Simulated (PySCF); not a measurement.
# DyH: bond curves at several levels of theory

The task here is to estimate one member of a computed series from the others.

Computed with PySCF 2.14.0. Level: Dy x2c-TZVPall, H x2c-TZVPall, spin-free X2C with a Gaussian nucleus.

The first run:

Settings of the job:

* atoms: Dy, H
* charge: 0
* basis: Dy x2c-TZVPall, H x2c-TZVPall
* Hamiltonian: spin-free X2C with a Gaussian nucleus
* basis functions: 110
* electrons treated: 67
* masses in u: 163.9292, 1.0078
* levels: PBE0, PBE, r²SCAN, M06-L, TPSS, ωB97X, HF, MP2, SCS-MP2
* grid: 80 radial by 434 angular points
* occupations: held fixed by the projection of orbital angular momentum
* dissociation limit: Dy + H, each in its ground configuration
* starting distance in angstrom: 1.820
* values of 2S to try: 3, 5, 7

On the command line:

```sh
$ OMP_NUM_THREADS=4 python dia.py task.json out
```

Among the steps run: The job; First curve: PBE0; Other states along the same grid; PBE; r²SCAN (meta-GGA); M06-L (meta-GGA); TPSS; ωB97X (range-separated hybrid); ROHF.

One of the session's tables, all rows but one given; the rest of the session is left out.

| level | Re (Å) | ωe (cm⁻¹) | De (eV) | μ (D) |
| --- | --- | --- | --- | --- |
| r²SCAN | 1.993 | 1332 | 2.33 | -2.20 |
| M06-L | 1.999 | 1330 | 2.19 | -2.08 |
| PBE0 | 1.991 | 1278 | 1.93 | -2.36 |
| ωB97X | ? | ? | ? | ? |

Estimate the missing values for ωB97X.

**Answer.** Re (Å): 1.998; ωe (cm⁻¹): 1335; De (eV): 1.90; μ (D): -2.50. In the column «Re (Å)» it lies between r²SCAN (1.993) and M06-L (1.999).

De is counted to Dy + H in their ground configurations.
